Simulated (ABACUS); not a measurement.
Runs of ABACUS 3.10.1 on HPbNO4. The typed cell holds 14 atoms: a = 4.120 Å, b = 6.427 Å, c = 8.343 Å, α = 112.23°, β = 90.02°, γ = 90.02°. The cell was built by a generator and needn't be a form met in nature.

| level | gap on the mesh (eV) | pressure (GPa) | largest force (eV/Å) |
| --- | --- | --- | --- |
| AM05 | (a) | 2.7 | 1.43 |
| PBEsol | 3.24 | 1.9 | (b) |
| BLYP | 3.23 | 6.6 | 2.31 |
| LDA | 3.20 | 0.1 | 1.68 |
| SCAN | (c) | 0.5 | 1.39 |

Alike in all rows: task single point; potentials or basis SG15 ONCV 1.2 PBE, DZP LCAO (the cutoffs set its grid); no spin polarisation; cell as given; k mesh 7 × 5 × 4; cutoff (eV) 1361; smearing fermi-dirac 0.05 eV.

Task: Estimate the missing entries.

Result: (a) 3.25; (b) 1.50; (c) 3.68.

Caveats: the atomic orbitals were generated for these runs and aren't a published set; the potentials were made for another functional, which shifts forces and pressure; spin-orbit coupling is left out, which as a rule narrows the gap of such compounds by several tenths of an eV; an odd mesh through Γ misses points on the zone boundary, where band edges often lie; the basis of atomic orbitals isn't converged, which shifts pressures, moduli and gaps.

A k mesh can miss the band edges, and the runs leave out spin-orbit coupling on Pb.

Runs at the PBE level aren't shown here.
